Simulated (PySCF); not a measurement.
# BrGeH5O2Si: the cost of one run

Computed with PySCF 2.14.0; each step states its level. No surroundings beyond the atoms listed, unless a continuum is named. Atoms count from 0, parts from 1.

## Step 1: The system as given

Each species was relaxed by itself at GFN2-xTB.

## Step 2: Energies of the species: PBE0-D3(BJ)/def2-SVPD

The job: settings as JSON, then the geometry in Å.

```
{"job": {"kind": "react", "xc": "PBE0", "basis": "def2-SVPD", "disp": "d3bj"}, "charge": 0, "multiplicity": 1}
-1 GeH6O2Si charge 0 multiplicity 1
O      0.164740     1.826860    -0.626880
Si    -0.246600     0.656750     0.408080
O     -1.866590     0.509570     0.301080
Ge     0.905630    -1.211130    -0.342420
H     -0.379800     2.605730    -0.706910
H      0.081320     1.039640     1.785030
H     -2.319550    -0.202400     0.740840
H      1.279820    -1.262080    -1.790330
H      0.177010    -2.512810    -0.133980
H      2.204020    -1.450120     0.365490

-1 Br2 charge 0 multiplicity 1
Br     1.140650     0.004120    -0.008290
Br    -1.140650    -0.004120     0.008290

+1 BrGeH5O2Si charge 0 multiplicity 1
O      0.481640     1.111000     1.497390
Si    -0.313080     0.600510     0.196970
O     -1.841540     0.302400     0.644040
Ge     0.901400    -1.177920    -0.628480
Br    -0.409330     2.248100    -1.307820
H      0.111870     1.741990     2.111250
H     -2.524530     0.064850     0.024100
H      1.251970    -1.017120    -2.073230
H      0.152560    -2.471850    -0.548580
H      2.189040    -1.401960     0.084370

+1 BrH charge 0 multiplicity 1
Br     0.700730     0.003960    -0.007970
H     -0.700730    -0.003960     0.007970
```

Method: PBE0-D3(BJ)/def2-SVPD reaction energy of separated species, gas phase.

On the command line:

```
$ OMP_NUM_THREADS=1 python cluster_run.py task.json out
```

This one command runs all jobs of the session in turn.

Q: Estimate the wall time and peak memory of this first job on 1 thread of Arm Neoverse V2, shared host.

About 22 s, with a peak of 0.68 GiB.
